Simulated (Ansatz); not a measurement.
# In3Sb: structure and electronic properties

The task, for In3Sb: relax cell and atoms, see whether it has a gap, which orbitals make up the states near it and how charge is shared and measure the bulk modulus from energies at several volumes.

Computed with Ansatz 0.2.0 (DFT PBEsol, scalar-relativistic, plane waves, PAW, unless a step's input says otherwise).

## (1) Starting point

The structure is cubic, space group Pm-3m (No. 221). The conventional cell has a = 4.837 Å, b = 4.837 Å, c = 4.837 Å, α = 90.00°, β = 90.00°, γ = 90.00°. Around In (site symmetry 4/mmm) lie 8 In at 3.42 Å and 4 Sb at 3.42 Å. Sb (site symmetry m-3m) has 12 In at 3.42 Å as nearest neighbours.

Coordinates:

```cif
data_structure
_symmetry_space_group_name_H-M 'Pm-3m'
_symmetry_Int_Tables_number 221
_cell_length_a 4.8370
_cell_length_b 4.8370
_cell_length_c 4.8370
_cell_angle_alpha 90.000
_cell_angle_beta 90.000
_cell_angle_gamma 90.000
_cell_volume 113.17
loop_
_atom_site_label
_atom_site_type_symbol
_atom_site_symmetry_multiplicity
_atom_site_Wyckoff_symbol
_atom_site_fract_x
_atom_site_fract_y
_atom_site_fract_z
_atom_site_occupancy
In1 In 3 c 0.50000 0.50000 0.00000 1
Sb1 Sb 1 a 0.00000 0.00000 0.00000 1
```

The structure comes from the Materials Project (structure only).

(A quick probe on a coarse mesh, which set the mesh and smearing, is not shown.)

## (3) Full relaxation

input.yaml reads:

```yaml
crystal:
  lattice:
    - [4.836962, 0.0, 0.0]
    - [0.0, 4.836962, 0.0]
    - [0.0, 0.0, 4.836962]
  atoms:
    - { symbol: In, position: [0.5, 0.5, 0.0] }
    - { symbol: In, position: [0.5, 0.0, 0.5] }
    - { symbol: In, position: [0.0, 0.5, 0.5] }
    - { symbol: Sb, position: [0.0, 0.0, 0.0] }
basis:
  ecutwfc: 420
kpoints:
  mp_grid: { grid: [10, 10, 10] }
hamiltonian:
  xc: pbesol
scf:
  occupations: { method: gaussian, width: 0.1 }
output:
  forces: true
  stress: true
  eigenvalues: true
  write_density: true
  write_potential: true
  elf: true
  volumetric_format: npy
relax:
  adjacent_minimum: "off"
  f_tol: 0.005
  max_steps: 80
  cell: { stress_tol: 0.05 }
```

On the command line:

```bash
$ ansatz run input.yaml --threads 1 --pin off --max-ram 2560MiB --backend cpu --events-out ev --progress --plain --runs-dir out
```

The session goes on with these runs: static run: bands, density of states and charges; volume × 0.97; point at V/V0 = 1.03; point at V/V0 = 0.94; the cell scaled to 1.06 of its volume.

Q: Predict the outcome of this session. Wanted: relaxed cell; volume; formation energy; gap; states at the Fermi level; Bader charges; equilibrium volume of the fit; bulk modulus.

**Answer**, as computed:

```
                                                               quantity                                                                      value
                                                           relaxed cell  a = 4.724 Å, b = 4.724 Å, c = 4.724 Å, α = 90.00°, β = 90.00°, γ = 90.00°
                                                   space group (0.01 Å)                                                            Pm-3m (No. 221)
                                                                 volume                                                              26.35 Å³/atom
formation energy (elements from runs with the same settings, not shown)                                                              +0.03 eV/atom
                                                                    gap                                                               none (metal)
                                              states at the Fermi level                                                       1.88 per eV per cell
                                                          Bader charges                                                       In +0.13, Sb -0.40 e
                                          equilibrium volume of the fit                                                              26.36 Å³/atom
                                                           bulk modulus                                                                     45 GPa
                                                its pressure derivative                                                                        4.6
```

**Reading.** Relaxation lowered the volume by 6.9 %. It comes out metallic. Of the projected weight within 0.25 eV of the Fermi level, the largest part is Sb 5p (39 %) and In 5p (30 %). Charge transfer between the atoms is small (Bader charges up to 0.4 e). The fit puts the minimum at 26.36 Å³/atom with B = 45 GPa and B' = 4.6. Spin-orbit coupling is left out, which matters for the bands of Sb.
